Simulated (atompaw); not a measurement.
# Sm: generating and testing a PAW (atompaw) potential

Aim: build the potential from the settings below, then test how well it stands in for the atom: scattering, ghost states and the plane-wave cutoff that it needs.

Method: atompaw 4.2.0.5, LDA (PW92), scalar-relativistic.

**1. Settings**

Typed settings, in words:

- element: samarium (Sm, Z = 62)
- type: PAW
- frozen core: [Kr] 4d10
- valence charge: 16
- reference configuration: 4f6 5s2 5p6 5d0 6s1 6p0 (charge +1)
- partial waves: 5s (bound): rc 2.10 bohr; 6s (bound): rc 2.15 bohr; 5p (bound): rc 1.90 bohr; 6p (bound, empty): rc 2.35 bohr; 5d (bound, empty): rc 3.00 bohr; 5d channel at 0.35 Ry: rc 3.00 bohr; 4f (bound): rc 1.10 bohr; 4f channel at -0.25 Ry: rc 1.10 bohr
- local potential: ultrasoft scheme with l = 4 at 0 Ry, radius 2.40 bohr
- core correction: smooth core density matched at 2.55 bohr
- augmentation charge: sinc compensation charge, radius 2.30 bohr; PAW radius 3.00 bohr; waves and projectors: custom polynom2 7 10 vanderbiltortho

The outer shells as boxes (Hund's rule for the drawing; the calculation is spin-unpolarised):

```
[Kr] core
4d [↑↓][↑↓][↑↓][↑↓][↑↓]
4f [↑ ][↑ ][↑ ][↑ ][↑ ][↑ ][  ]
5s [↑↓]
5p [↑↓][↑↓][↑↓]
5d [  ][  ][  ][  ][  ]
6s [↑ ]
6p [  ][  ][  ]
```

An earlier all-electron run gives the scale for the radii.

All-electron outer shells of the reference configuration (LDA (PW92), scalar-relativistic, ld1.x):

| shell | level (eV) | outermost node (bohr) | outermost maximum (bohr) |
| --- | --- | --- | --- |
| 4p | -253.08 | 0.30 | 0.56 |
| 4d | -134.84 | 0.28 | 0.59 |
| 5s | -49.63 | 0.69 | 1.27 |
| 5p | -29.54 | 0.74 | 1.43 |
| 4f | -8.84 | – | 0.61 |
| 6s | -8.68 | 1.69 | 3.40 |
| 5d | -7.44 | 0.84 | 2.11 |
| 6p | -5.45 | 2.02 | 4.31 |

**2. Generation**

Contents of Sm.input:

```
Sm 62
LDA-PW scalarrelativistic loggrid 2001 logderivrange -6 5 276
6 6 5 4 0 0
6 0 1
6 1 0
5 2 0
4 3 6
0 0 0
c
c
c
c
v
v
c
c
c
v
v
c
c
v
v
3
3.00 2.30 2.40 2.55
n
n
y
0.35
n
y
-0.25
n
custom polynom2 7 10 vanderbiltortho sinc
4 0 ultrasoft
2.10
2.15
1.90
2.35
3.00
3.00
1.10
1.10
PWSCFOUT
UPFDX 0.0125d0 UPFXMIN -7.d0 UPFZMESH 62.d0
END
```

Started as:

```bash
$ atompaw < Sm.input > Sm.log
```

What does the calculation give? Wanted: cutoffs; bound ghosts; largest phase difference near zero energy, channels read; lowest eigenvalue of the overlap; share of valence orbitals outside the PAW sphere; UPF file.

As calculated:

| quantity | value |
| --- | --- |
| cutoffs | not determined |
| bound ghosts | not determined |
| largest phase difference near zero energy, channels read | 0.038 rad |
| lowest eigenvalue of the overlap (Bessel basis) | 0.450 (s) |
| share of valence orbitals outside the PAW sphere | 5s 1 %, 6s 75 %, 5p 3 %, 6p 91 %, 5d 37 %, 4f 1 % |
| UPF file | written |

In words: Even at 400 Ry an occupied level stays 565 mRy from its reference, so no cutoffs are read; the levels have long settled, so the basis size isn't the cause: the level found isn't the valence state, or the test fails for this file. Ghosts could not be judged. Of the channels read, p scatters worst near zero energy, by up to 0.04 rad. These are tests on the free atom; a crystal test is still owed.
